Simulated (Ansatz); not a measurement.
# BN (h-BN, measured cell): the cost of one run

Computed with Ansatz 0.2.0 (DFT r2SCAN, scalar-relativistic, plane waves, PAW, unless a step's input says otherwise).

**1. The starting structure**

Symmetry: P6_3/mmc, No. 194, hexagonal system. The conventional cell has a = 2.504 Å, b = 2.504 Å, c = 6.661 Å, α = 90.00°, β = 90.00°, γ = 120.00°. Around B (site symmetry -6m2) lie 3 N at 1.45 Å. N (site symmetry -6m2) has 3 B at 1.45 Å as nearest neighbours.

Structure file:

```cif
data_structure
_symmetry_space_group_name_H-M 'P 1'
_symmetry_Int_Tables_number 1
_cell_length_a 2.5040
_cell_length_b 2.5040
_cell_length_c 6.6610
_cell_angle_alpha 90.000
_cell_angle_beta 90.000
_cell_angle_gamma 120.000
_cell_volume 36.17
loop_
_atom_site_label
_atom_site_type_symbol
_atom_site_fract_x
_atom_site_fract_y
_atom_site_fract_z
_atom_site_occupancy
B1 B 0.33333 0.66667 0.00000 1
B2 B 0.66667 0.33333 0.50000 1
N1 N 0.66667 0.33333 0.00000 1
N2 N 0.33333 0.66667 0.50000 1
```

**2. Phonons: BN (h-BN, measured cell), no spin**

File input.yaml:

```yaml
crystal:
  lattice:
    - [2.504, 0.0, 0.0]
    - [-1.252, 2.1685276111, 0.0]
    - [0.0, 0.0, 6.661]
  atoms:
    - { symbol: B, position: [0.3333333333, 0.6666666667, 0.0] }
    - { symbol: B, position: [0.6666666667, 0.3333333333, 0.5] }
    - { symbol: "N", position: [0.6666666667, 0.3333333333, 0.0] }
    - { symbol: "N", position: [0.3333333333, 0.6666666667, 0.5] }
scf:
  occupations: { method: fixed }
output: {}
hamiltonian:
  xc: r2scan
basis:
  ecutwfc: 600
kpoints:
  mp_grid: { grid: [12, 12, 4] }
phonons:
  method: dfpt
  dielectric: true
  eigenvectors: false
  rigid_motions: translations
```

Launch:

```bash
$ ansatz run input.yaml --threads 8 --pin off --max-ram 24576MiB --backend cpu --events-out ev --progress --plain --runs-dir out
```

What time and memory should one allow on 8 threads of Arm Neoverse V1, shared host?

About 34 s, with a peak of 1.5 GiB.
